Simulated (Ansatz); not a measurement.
Geometry optimisation, DFT PBE, scalar-relativistic, plane waves, PAW in Ansatz 0.2.0.

The input (input.yaml):

```yaml
crystal:
  lattice:
    - [-2.44575, 4.236163, 5.3885]
    - [4.8915, 0.0, 5.3885]
    - [4.8915, 8.472327, 0.0]
  atoms:
    - { symbol: Si, position: [0.1025282, 0.571702, 0.9458641] }
    - { symbol: Si, position: [0.3929622, 0.934439, 0.0357479] }
    - { symbol: Si, position: [0.0092164, 0.0001865, 0.2633214] }
    - { symbol: O, position: [0.3231803, 0.4527866, 0.9757752] }
    - { symbol: O, position: [0.9341545, 0.5186984, 0.1024083] }
    - { symbol: O, position: [0.9222768, 0.1907909, 0.3279671] }
    - { symbol: O, position: [0.1795811, 0.0402855, 0.1194563] }
    - { symbol: O, position: [0.5663489, 0.9834594, 0.0830937] }
    - { symbol: O, position: [0.5791385, 0.3072351, 0.1419462] }
    - { symbol: Si, position: [0.0972234, 0.5687859, 0.4486863] }
    - { symbol: Si, position: [0.3977468, 0.9297625, 0.5321778] }
    - { symbol: Si, position: [0.0156692, -0.0142083, 0.7652109] }
    - { symbol: O, position: [0.3157696, 0.4695551, 0.4665179] }
    - { symbol: O, position: [0.9331432, 0.5246965, 0.598828] }
    - { symbol: O, position: [0.9278895, 0.200816, 0.8327827] }
    - { symbol: O, position: [0.1793766, 0.0352166, 0.6176794] }
    - { symbol: O, position: [0.5680797, 0.9849399, 0.5788439] }
    - { symbol: O, position: [0.5798083, 0.3088141, 0.6323381] }
    - { symbol: Si, position: [0.5931448, 0.0659329, 0.2027977] }
    - { symbol: Si, position: [0.9041394, 0.4265544, 0.2858691] }
    - { symbol: Si, position: [0.501474, 0.4968569, 0.5163814] }
    - { symbol: O, position: [0.8276855, 0.9537822, 0.2226908] }
    - { symbol: O, position: [0.4265801, 0.0195114, 0.3556957] }
    - { symbol: O, position: [0.4126017, 0.6906988, 0.587329] }
    - { symbol: O, position: [0.6849318, 0.5338703, 0.3679995] }
    - { symbol: O, position: [0.0766179, 0.4729398, 0.3272659] }
    - { symbol: O, position: [0.0814881, 0.8037281, 0.3908682] }
    - { symbol: Si, position: [0.5981908, 0.0752317, 0.6951931] }
    - { symbol: Si, position: [0.89658, 0.4261648, 0.7877859] }
    - { symbol: Si, position: [0.5003662, 0.4980747, 0.0133897] }
    - { symbol: O, position: [0.813578, 0.9675948, 0.7205393] }
    - { symbol: O, position: [0.416634, 0.6846918, 0.0861905] }
    - { symbol: O, position: [0.6866188, 0.5289959, 0.8642628] }
    - { symbol: O, position: [0.072571, 0.4807915, 0.8288753] }
    - { symbol: O, position: [0.0775778, 0.8037232, 0.8913044] }
total_charge: -2
basis:
  ecutwfc: 420.0
kpoints:
  mp_grid: { grid: [2, 2, 2] }
hamiltonian:
  xc: pbe
  pseudopotentials: { kind: paw, azcp: { folder: soft_1 } }
scf:
  occupations: { method: gaussian, width: 0.02 }
  lower_state_search: "off"
relax:
  f_tol: 0.03
  max_steps: 60
  adjacent_minimum: "off"
```

Command:

```bash
$ ansatz run input.yaml --threads 4 --pin off --max-ram 10240MiB --backend cpu --events-out ev --progress --plain --runs-dir out
```

Problem. Where does it end, and by what steps?

Solution. The forces met the threshold. The force dipped under the threshold on the way, but the program's further checks kept it going. Limits of this set-up: charged cell in a uniform background, uncorrected. After 19 steps the energy has fallen by 5.337 eV; O32 moved furthest, 0.74 Å. Joined: Si2–Si28 (3.12 → 2.60 Å), Si2–Si30 (3.08 → 2.34 Å).

| step | energy less start (eV) | largest force component (eV/Å) | accepted |
| --- | --- | --- | --- |
| 0 | 0.0000 | 5.480 | yes |
| 1 | -2.1131 | 3.491 | yes |
| 2 | -3.5996 | 1.981 | yes |
| 3 | -4.4605 | 0.557 | yes |
| 4 | -4.7878 | 0.766 | yes |
| 5 | -4.9719 | 0.814 | yes |
| 6 | -5.0930 | 0.812 | yes |
| 7 | -5.1841 | 0.198 | yes |
| 8 | -5.1493 | 0.671 | no |
| 9 | -5.2373 | 0.178 | yes |
| 10 | -5.2526 | 0.222 | yes |
| 11 | -5.2756 | 0.263 | yes |
| 12 | -5.2982 | 0.172 | yes |
| 13 | -5.3181 | 0.182 | yes |
| 14 | -5.3256 | 0.119 | yes |
| 15 | -5.3308 | 0.103 | yes |
| 16 | -5.3340 | 0.078 | yes |
| 17 | -5.3360 | 0.058 | yes |
| 18 | -5.3370 | 0.019 | yes |
| 19 | -5.3370 | 0.019 | yes |

```xyz
35
Lattice="-2.4457 4.2362 5.3885 4.8915 0.0000 5.3885 4.8915 8.4723 0.0000" Properties=species:S:1:pos:R:3
Si 7.141 8.478 3.681
Si 3.383 1.982 6.986
Si 1.119 2.120 0.010
O 6.327 9.704 4.308
O 0.815 4.783 7.902
O 0.143 6.581 6.066
O 0.068 1.556 1.089
O 3.754 3.053 8.259
O 0.612 3.576 4.885
Si 4.654 4.228 3.650
Si 6.293 6.153 7.201
Si 3.747 6.336 -0.087
O 3.788 5.483 4.192
O 3.216 9.056 7.892
O 2.667 10.943 6.091
O 2.715 5.651 0.978
O 6.641 7.366 8.192
O 3.263 7.977 4.870
Si -0.208 4.129 3.620
Si 1.226 6.185 7.200
Si 3.729 6.552 5.425
O 3.690 5.332 9.532
O 0.844 4.828 2.567
O 5.193 6.665 6.110
O 2.695 6.008 6.559
O 3.701 3.137 2.919
O 5.614 3.581 4.786
Si 2.748 8.645 3.359
Si 3.713 10.462 7.236
Si 1.519 2.312 5.603
O 6.398 9.617 9.422
O 2.977 3.167 5.710
O 5.164 10.260 6.620
O 6.145 7.372 3.021
O 8.033 7.772 4.835
```

Run time: 90 s on 4 threads of Arm Neoverse V2, on a shared host, peak memory 1.5 GiB.
